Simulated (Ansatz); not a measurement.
# CH8B2Si: basis-set convergence

An exercise on one series of results from a longer session: the logs are not shown, and one member is left open.

Program: Ansatz 0.2.0, Gaussian basis. Level of theory: one geometry, several basis sets. These are calculated values, not measurements.

Levels to be run: PBE0-D4/def2-SVP; ωB97M-V/def2-SVP; PBE0-D4/def2-QZVPP; ωB97M-V/def2-QZVPP; the functionals' def2-TZVPP values are taken from earlier runs.

### Structure used throughout

The geometry comes from an earlier relaxation with PBE0-D4 in a triple-zeta def2 set; it is a stationary point, not always the lowest conformer.

SMILES `BC(B)[SiH3]`, 12 atoms, charge 0, spin multiplicity 1.

Atoms are counted from 1 here; the program's logs count them from 0.

Bond lengths: B1–C2 1.530 Å, B1–H5 1.198 Å, B1–H6 1.197 Å, C2–B3 1.542 Å, C2–Si4 1.911 Å, C2–H7 1.091 Å, B3–H8 1.196 Å, B3–H9 1.199 Å, Si4–H10 1.480 Å, Si4–H11 1.483 Å, Si4–H12 1.494 Å. Angles: C2–B1–H5 120.8°, C2–B1–H6 120.0°, H5–B1–H6 119.2°, B1–C2–B3 114.1°, B1–C2–Si4 107.2°, B1–C2–H7 117.4°, B3–C2–Si4 89.8°, B3–C2–H7 115.9°, Si4–C2–H7 108.2°, C2–B3–H8 120.9°, C2–B3–H9 119.6°, H8–B3–H9 119.5°, C2–Si4–H10 112.2°, C2–Si4–H11 107.6°, C2–Si4–H12 109.3°, H10–Si4–H11 111.2°, H10–Si4–H12 108.5°, H11–Si4–H12 107.9°.

Set-up of the first run:

Input file in.yaml:

```yaml
crystal:
  periodic: [false, false, false]
  atoms:
    - {symbol: B, position_ang: [-1.070625, 1.283283, -0.153777]}
    - {symbol: C, position_ang: [-0.691757, -0.174264, 0.116978]}
    - {symbol: B, position_ang: [0.135803, -0.381416, 1.401399]}
    - {symbol: Si, position_ang: [0.857269, -0.559528, -0.933468]}
    - {symbol: H, position_ang: [-2.169795, 1.570669, -0.532684]}
    - {symbol: H, position_ang: [-0.271146, 2.154766, 0.033192]}
    - {symbol: H, position_ang: [-1.443762, -0.935853, -0.093037]}
    - {symbol: H, position_ang: [-0.019714, -1.352219, 2.082437]}
    - {symbol: H, position_ang: [0.966862, 0.427240, 1.707123]}
    - {symbol: H, position_ang: [1.557048, 0.669099, -1.370638]}
    - {symbol: H, position_ang: [0.420385, -1.370696, -2.095110]}
    - {symbol: H, position_ang: [1.806432, -1.386181, -0.128314]}
basis:
  gaussian: {orbitals: def2-SVP}
hamiltonian: {xc: pbe0, dispersion: d4}
output: {orbitals: {seedname: orbitals}}
```

Command:

```
$ ansatz run in.yaml --threads 2 --pin off --events-out ev --progress --plain --max-ram 4352MiB
```

Steps of the session up to this table: PBE0-D4 in def2-SVP; ωB97M-V in def2-SVP; PBE0-D4 in def2-QZVPP; ωB97M-V in def2-QZVPP.

One table of the session follows, with a row left open; its other results are not shown here.

It belongs to the step «Functionals by basis». 

```
functional       basis  HOMO (eV)
   PBE0-D4    def2-SVP      -8.79
   PBE0-D4  def2-TZVPP      -8.81
   PBE0-D4  def2-QZVPP          ?
   ωB97M-V    def2-SVP     -11.03
   ωB97M-V  def2-TZVPP     -11.10
   ωB97M-V  def2-QZVPP     -11.10
```

Q: Estimate the row for PBE0-D4, def2-QZVPP from the others.

The run gave: HOMO (eV): -8.82. In the column «HOMO (eV)» it lies between ωB97M-V, def2-SVP (-11.03) and PBE0-D4, def2-TZVPP (-8.81).
